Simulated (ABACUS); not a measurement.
CsLiCr2Te2S3 in ABACUS: the effect of fixed moment

Crystal: CsLiCr2Te2S3.

```
CELL_PARAMETERS angstrom
3.42162 -5.18069 0.00784
3.42162 5.18069 0.00784
-2.90411 0.00000 7.43093
ATOMIC_POSITIONS crystal
Cs 0.09374 0.09374 0.00853
Li 0.58875 0.58875 0.55336
Cr 0.05646 0.46755 0.55790
Cr 0.46755 0.05646 0.55790
Te 0.56486 0.87357 0.29035
Te 0.87357 0.56486 0.29035
S 0.81151 0.39697 0.73347
S 0.39697 0.81151 0.73347
S 0.21404 0.21404 0.48371
```

The cell was built by a generator and needn't be a form met in nature.

Alike in all runs:

```yaml
Program: ABACUS 3.10.1
Task: single point
Functional: PBE
Potentials_or_basis: PseudoDojo NC SR 0.4.1 PBE standard
Cutoff: 1361 eV
Density_cutoff: 5442 eV
Basis: DZP LCAO (the cutoffs set its grid)
k_mesh: 4 × 4 × 3
Occupations: fermi-dirac, width 0.05 eV
Spin: collinear spin, ferromagnetic start
Starting_moments: "[0.0, 0.0, 3.0, 3.0, 0.0, 0.0, 0.0, 0.0, 0.0] μB"
```

```tsv
fixed moment	energy over the lowest run (meV/atom)	pressure (GPa)	largest force (eV/Å)
1	100.5	-1.0	0.44
2	73.6	-0.6	0.34
3.5	18.5	0.6	0.22
4.5	0.0	1.2	0.49
6	32.7	1.9	1.27
7	?	?	?
```

Question: What does the run with fixed moment 7 give?

Answer: Energy over the lowest run 76.8 meV/atom; pressure 2.4 GPa; largest force 1.54 eV/Å.

Worked out: A parabola through the other rows of the energy over the lowest run, of slope 39.8 meV/atom per unit of fixed moment there, extrapolates to 60.0 meV/atom, against the run's 76.8. A parabola through the other rows of the pressure, of slope 0.476 GPa per unit of fixed moment there, extrapolates to 2.4 GPa, against the run's 2.4. A parabola through the other rows of the largest force, of slope 0.836 eV/Å per unit of fixed moment there, extrapolates to 1.99 eV/Å, against the run's 1.54.

Caveats: the atomic orbitals were generated for these runs and aren't a published set; the basis of atomic orbitals isn't converged, which shifts pressures, moduli and gaps; the total moment is fixed, so each spin has its own Fermi level; only a ferromagnetic start was run, and an antiferromagnetic order may lie lower in energy (some runs); the moment is held away from its start (some runs); forces of over 1 eV/Å show positions far from the minimum, so gaps and moduli don't describe the material at rest (some runs).
